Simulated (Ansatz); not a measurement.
# BGaH6Si: one species, many methods

An exercise on one series of results from a longer session: the logs are not shown, and one member is left open.

The runs use Ansatz 0.2.0, Gaussian basis; functionals in def2-TZVPP, the program's frozen cores in correlated methods.

The runs, in order: LDA (SPW92), PBE-D4, revPBE-D4, BLYP-D4, r2SCAN-D4, B97M-V, PBE0-D4, B3LYP-D4, r2SCANh-D4, r2SCAN0-D4, HSE06-D4, BHLYP-D4, CAM-B3LYP-D4, LC-ωPBE, ωB97X-V, ωB97M-V, B2PLYP, PBE-QIDH; CCSD(T)/def2-SVP; CCSD(T)/def2-TZVPP; MP2/def2-QZVPP; extrapolation to the limit; RPA on PBE.

### The relaxed structure

All runs share one geometry, relaxed beforehand with PBE0-D4 in a triple-zeta def2 set.

SMILES `[BH2][GaH][SiH3]`, 9 atoms, charge 0, spin multiplicity 1.

Atoms are counted from 1 here; the program's logs count them from 0.

Bond lengths: B1–Ga2 2.058 Å, B1–H4 1.199 Å, B1–H5 1.199 Å, Ga2–Si3 2.424 Å, Ga2–H6 1.576 Å, Si3–H7 1.491 Å, Si3–H8 1.489 Å, Si3–H9 1.491 Å. Angles: Ga2–B1–H4 121.9°, Ga2–B1–H5 122.0°, H4–B1–H5 116.0°, B1–Ga2–Si3 122.2°, B1–Ga2–H6 123.2°, Si3–Ga2–H6 114.5°, Ga2–Si3–H7 110.1°, Ga2–Si3–H8 113.8°, Ga2–Si3–H9 110.2°, H7–Si3–H8 107.6°, H7–Si3–H9 107.5°, H8–Si3–H9 107.6°.

The first run:

The input, in.yaml:

```yaml
crystal:
  periodic: [false, false, false]
  atoms:
    - {symbol: B, position_ang: [-1.485983, 0.688115, -1.467082]}
    - {symbol: Ga, position_ang: [0.336149, 0.689735, -0.510026]}
    - {symbol: Si, position_ang: [0.857484, -0.859011, 1.280882]}
    - {symbol: H, position_ang: [-1.697656, 0.002076, -2.426766]}
    - {symbol: H, position_ang: [-2.412773, 1.334946, -1.068201]}
    - {symbol: H, position_ang: [1.502505, 1.685860, -0.873936]}
    - {symbol: H, position_ang: [2.037135, -1.692396, 0.909265]}
    - {symbol: H, position_ang: [-0.259027, -1.785322, 1.617452]}
    - {symbol: H, position_ang: [1.210767, -0.110204, 2.521210]}
basis:
  gaussian: {orbitals: def2-TZVPP}
hamiltonian: {xc: lda}
output: {orbitals: {seedname: orbitals}}
```

On the command line:

```console
ansatz run in.yaml --threads 2 --pin off --events-out ev --progress --plain --max-ram 4352MiB
```

Steps of the session up to this table: LDA; PBE-D4 (GGA); revPBE-D4 (GGA); BLYP-D4 (GGA); r2SCAN-D4 (meta-GGA); B97M-V (meta-GGA); PBE0-D4 (hybrid); B3LYP-D4 (hybrid); r2SCANh-D4 (hybrid); r2SCAN0-D4 (hybrid); HSE06-D4 (hybrid); BHLYP-D4 (hybrid); CAM-B3LYP-D4 (range-separated); LC-ωPBE (range-separated); ωB97X-V (range-separated); ωB97M-V (range-separated); B2PLYP (double hybrid); PBE-QIDH (double hybrid).

One of the session's tables, all rows but one given; the rest of the session is left out.

It belongs to the step «Frontier levels by functional». 

| functional | HOMO (eV) | LUMO (eV) | gap (eV) |
| --- | --- | --- | --- |
| LDA (SPW92) | -6.30 | -3.50 | 2.80 |
| PBE-D4 | -6.19 | -3.23 | 2.95 |
| revPBE-D4 | -6.14 | -3.12 | 3.02 |
| BLYP-D4 | -6.03 | -3.06 | 2.97 |
| r2SCAN-D4 | -6.40 | -2.89 | 3.52 |
| B97M-V | -6.50 | -3.03 | 3.47 |
| PBE0-D4 | -7.21 | -2.27 | 4.93 |
| B3LYP-D4 | -7.01 | -2.47 | 4.54 |
| r2SCANh-D4 | -6.78 | -2.56 | 4.22 |
| r2SCAN0-D4 | -7.35 | -2.08 | 5.27 |
| HSE06-D4 | -6.82 | -2.65 | 4.17 |
| BHLYP-D4 | -8.11 | -1.23 | 6.88 |
| CAM-B3LYP-D4 | -8.43 | -1.17 | 7.26 |
| LC-ωPBE | -9.73 | 0.01 | 9.74 |
| ωB97X-V | -9.39 | -0.10 | 9.29 |
| ωB97M-V | ? | ? | ? |

Estimate the missing values for ωB97M-V.

**Answer.** HOMO (eV): -9.20; LUMO (eV): -0.37; gap (eV): 8.83. In the column «HOMO (eV)» it lies between ωB97X-V (-9.39) and CAM-B3LYP-D4 (-8.43).
